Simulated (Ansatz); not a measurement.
# YGaC6N6: the cost of one run

Program: Ansatz 0.2.0. Level of theory: DFT PBE, scalar-relativistic, plane waves, PAW. These are calculated values, not measurements.

### Step 1. The starting structure

It takes space group Fm-3m (No. 225, cubic). The conventional cell has a = 10.522 Å, b = 10.522 Å, c = 10.522 Å, α = 90.00°, β = 90.00°, γ = 90.00°. Y (site symmetry m-3m) is surrounded by 6 C at 2.11 Å. Ga (site symmetry m-3m) is surrounded by 6 N at 1.99 Å. C (site symmetry 4mm) has 1 N at 1.17 Å in its first shell of neighbours. N (site symmetry 4mm) is surrounded by 1 C at 1.17 Å and 1 Ga at 1.99 Å.

Coordinates:

```
CELL_PARAMETERS angstrom
0.00000 5.26100 5.26100
5.26100 0.00000 5.26100
5.26100 5.26100 0.00000
ATOMIC_POSITIONS crystal
Y 0.00000 0.00000 0.00000
Ga 0.50000 0.50000 0.50000
C 0.79985 0.20015 0.20015
C 0.20015 0.79985 0.20015
C 0.20015 0.20015 0.79985
C 0.20015 0.79985 0.79985
C 0.79985 0.20015 0.79985
C 0.79985 0.79985 0.20015
N 0.68865 0.31135 0.31135
N 0.31135 0.68865 0.31135
N 0.31135 0.31135 0.68865
N 0.31135 0.68865 0.68865
N 0.68865 0.31135 0.68865
N 0.68865 0.68865 0.31135
```

The cell is invented: cyanide-bridged rock-salt net of two metals, 0 guest cations a cell (Fm-3m, No. 225). Its size is a rough estimate.

### Step 2. Probe: one point on a coarse mesh

The input, input.yaml:

```yaml
crystal:
  lattice:
    - [0.0, 5.261, 5.261]
    - [5.261, 0.0, 5.261]
    - [5.261, 5.261, 0.0]
  atoms:
    - { symbol: "Y", position: [0.0, 0.0, 0.0] }
    - { symbol: Ga, position: [0.5, 0.5, 0.5] }
    - { symbol: C, position: [0.79984794, 0.20015206, 0.20015206] }
    - { symbol: C, position: [0.20015206, 0.79984794, 0.20015206] }
    - { symbol: C, position: [0.20015206, 0.20015206, 0.79984794] }
    - { symbol: C, position: [0.20015206, 0.79984794, 0.79984794] }
    - { symbol: C, position: [0.79984794, 0.20015206, 0.79984794] }
    - { symbol: C, position: [0.79984794, 0.79984794, 0.20015206] }
    - { symbol: "N", position: [0.68865235, 0.31134765, 0.31134765] }
    - { symbol: "N", position: [0.31134765, 0.68865235, 0.31134765] }
    - { symbol: "N", position: [0.31134765, 0.31134765, 0.68865235] }
    - { symbol: "N", position: [0.31134765, 0.68865235, 0.68865235] }
    - { symbol: "N", position: [0.68865235, 0.31134765, 0.68865235] }
    - { symbol: "N", position: [0.68865235, 0.68865235, 0.31134765] }
basis:
  ecutwfc: 420
kpoints:
  mp_grid: { grid: [4, 4, 4] }
hamiltonian:
  xc: pbe
scf:
  occupations: { method: gaussian, width: 0.1 }
  lower_state_search: "off"
output:
  forces: true
  stress: true
  eigenvalues: true
```

Launch:

```sh
ansatz run input.yaml --threads 1 --pin off --max-ram 2560MiB --backend cpu --events-out ev --progress --plain --runs-dir out
```

What time and memory should one allow on 1 thread of Intel Xeon 6975P-C (Granite Rapids), shared host?

About 4 s, with a peak of 0.58 GiB.
